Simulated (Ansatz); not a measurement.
**Cl3F2HSi2: taking an electron away**

How much energy removes an electron from Cl3F2HSi2 at fixed geometry? The cation is run at each level and the neutral's energy taken from earlier runs.

Method: unrestricted cation, the program's frozen cores in correlated methods; program: Ansatz 0.2.0, Gaussian basis.

Plan: UKS PBE-D4/def2-TZVPP; UKS r2SCAN-D4/def2-TZVPP; UKS PBE0-D4/def2-TZVPP; UKS B3LYP-D4/def2-TZVPP; UKS wB97X-V/def2-TZVPP; UKS wB97M-V/def2-TZVPP; UKS B2PLYP/def2-TZVPP; UHF-CCSD(T)/def2-TZVPP; UHF-MP2/def2-QZVPP; extrapolation to the limit; then −ε(HOMO) from the neutral's earlier runs with LDA (SPW92), PBE-D4, revPBE-D4, BLYP-D4, r2SCAN-D4, B97M-V, PBE0-D4, B3LYP-D4, r2SCANh-D4, r2SCAN0-D4, HSE06-D4, BHLYP-D4, CAM-B3LYP-D4, LC-ωPBE, ωB97X-V, ωB97M-V.

### 1 The relaxed structure

The geometry comes from an earlier relaxation with PBE0-D4 in a triple-zeta def2 set; it is a stationary point, not always the lowest conformer.

SMILES `F[SiH](F)[Si](Cl)(Cl)Cl`, 8 atoms, charge 0, spin multiplicity 1.

Atoms are counted from 1 here; the program's logs count them from 0.

Bond lengths: F1–Si2 1.586 Å, Si2–F3 1.586 Å, Si2–Si4 2.343 Å, Si2–H8 1.478 Å, Si4–Cl5 2.038 Å, Si4–Cl6 2.038 Å, Si4–Cl7 2.034 Å. Angles: F1–Si2–F3 108.0°, F1–Si2–Si4 108.6°, F1–Si2–H8 108.7°, F3–Si2–Si4 108.6°, F3–Si2–H8 108.7°, Si4–Si2–H8 114.1°, Si2–Si4–Cl5 109.1°, Si2–Si4–Cl6 109.0°, Si2–Si4–Cl7 111.1°, Cl5–Si4–Cl6 108.9°, Cl5–Si4–Cl7 109.3°, Cl6–Si4–Cl7 109.3°.

### 2 Cation, UKS PBE-D4/def2-TZVPP

in.yaml

```yaml
crystal:
  periodic: [false, false, false]
  atoms:
    - {symbol: F, position_ang: [1.043506, -0.878419, 1.840600]}
    - {symbol: Si, position_ang: [0.229325, -1.104770, 0.497907]}
    - {symbol: F, position_ang: [1.146218, -1.933377, -0.496908]}
    - {symbol: Si, position_ang: [-0.222162, 0.983322, -0.464244]}
    - {symbol: Cl, position_ang: [-1.238743, 0.706373, -2.209001]}
    - {symbol: Cl, position_ang: [-1.384221, 2.066703, 0.812609]}
    - {symbol: Cl, position_ang: [1.495948, 2.003929, -0.840974]}
    - {symbol: H, position_ang: [-0.977670, -1.900861, 0.804210]}
basis:
  gaussian: {orbitals: def2-TZVPP}
total_charge: 1
magnetization: {spin_polarized: true, initial_magnetization: 1}
hamiltonian: {xc: pbe, dispersion: d4}
```

Launch:

```console
> ansatz run in.yaml --threads 2 --pin off --events-out ev --progress --plain --max-ram 32768MiB --backend cuda --devices 0, --max-vram 18GiB
```

The runs that follow: Cation, UKS r2SCAN-D4/def2-TZVPP; Cation, UKS PBE0-D4/def2-TZVPP; Cation, UKS B3LYP-D4/def2-TZVPP; Cation, UKS wB97X-V/def2-TZVPP; Cation, UKS wB97M-V/def2-TZVPP; Cation, UKS B2PLYP (frozen core)/def2-TZVPP; Cation, UHF-CCSD(T)/def2-TZVPP; Cation, UHF-MP2/def2-QZVPP.

Before running them: what should the planned runs give, taken together? Wanted: ionisation energy, CCSD(T)/CBS; nearest functional by difference; nearest −ε(HOMO); −ε(HOMO) of PBE; T1 of the cation.

The runs gave:

| quantity | value |
| --- | --- |
| ionisation energy, CCSD(T)/CBS | 11.12 eV |
| nearest functional by difference | ωB97X-V (-0.18 eV) |
| nearest −ε(HOMO) | ωB97X-V (-0.08 eV) |
| −ε(HOMO) of PBE | 7.48 eV |
| T1 of the cation | 0.018 |

Energy differences with functionals land within 0.96 eV of the reference. The PBE orbital energy is 3.6 eV too small: a semilocal HOMO is no ionisation energy. Among orbital estimates ωB97X-V comes nearest. Hartree-Fock falls 0.40 eV short, as the neutral has more correlation energy than the cation.
